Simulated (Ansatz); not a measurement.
# C2H4F2Si: basis-set convergence

Aim: see how fast density functionals converge with the basis set for C2H4F2Si.

Method: one geometry, several basis sets; program: Ansatz 0.2.0, Gaussian basis.

The runs, in order: PBE0-D4/def2-SVP; ωB97M-V/def2-SVP; PBE0-D4/def2-QZVPP; ωB97M-V/def2-QZVPP; the functionals' def2-TZVPP values are taken from earlier runs.

### Step 1. The relaxed structure

An earlier PBE0-D4 in a triple-zeta def2 set relaxation fixed the geometry.

9 atoms, charge 0, spin multiplicity 1.

Atoms are counted from 1 here; the program's logs count them from 0.

Bond lengths: F1–Si2 1.613 Å, Si2–F3 1.613 Å, C4–C5 1.330 Å, C4–H6 1.085 Å, C4–H7 1.085 Å, C5–H8 1.084 Å, C5–H9 1.084 Å. Angles: F1–Si2–F3 100.1°, C5–C4–H6 121.7°, C5–C4–H7 121.7°, H6–C4–H7 116.6°, C4–C5–H8 121.5°, C4–C5–H9 121.5°, H8–C5–H9 116.9°.

### Step 2. PBE0-D4 in def2-SVP

in.yaml

```yaml
crystal:
  periodic: [false, false, false]
  atoms:
    - {symbol: F, position_ang: [0.996334, 1.079865, -1.872730]}
    - {symbol: Si, position_ang: [0.833993, 1.712682, -0.398484]}
    - {symbol: F, position_ang: [2.111211, 1.055285, 0.334136]}
    - {symbol: C, position_ang: [-1.050628, -0.168779, 0.529725]}
    - {symbol: C, position_ang: [-0.226421, -1.123564, 0.106713]}
    - {symbol: H, position_ang: [-1.008771, 0.210877, 1.545109]}
    - {symbol: H, position_ang: [-1.836084, 0.227710, -0.104914]}
    - {symbol: H, position_ang: [-0.279561, -1.511775, -0.903985]}
    - {symbol: H, position_ang: [0.548426, -1.528703, 0.747430]}
basis:
  gaussian: {orbitals: def2-SVP}
hamiltonian: {xc: pbe0, dispersion: d4}
output: {orbitals: {seedname: orbitals}}
```

The run is started by

```bash
$ ansatz run in.yaml --threads 2 --pin off --events-out ev --progress --plain --max-ram 4352MiB
```

The runs that follow: ωB97M-V in def2-SVP; PBE0-D4 in def2-QZVPP; ωB97M-V in def2-QZVPP.

Q: Predict the results of all the runs planned. Wanted: PBE0-D4: double and triple zeta above quadruple; ωB97M-V: double and triple zeta above quadruple.

**Answer**, as computed:

```
                                       quantity           value
PBE0-D4: double and triple zeta above quadruple  13.03, 0.72 eV
ωB97M-V: double and triple zeta above quadruple  13.27, 0.68 eV
```

In words: For PBE0-D4 the step from double to triple zeta gains 12.31 eV and the next only 0.72 eV. These are total energies; as a rule much of such shifts cancels in differences, which this series doesn't test.
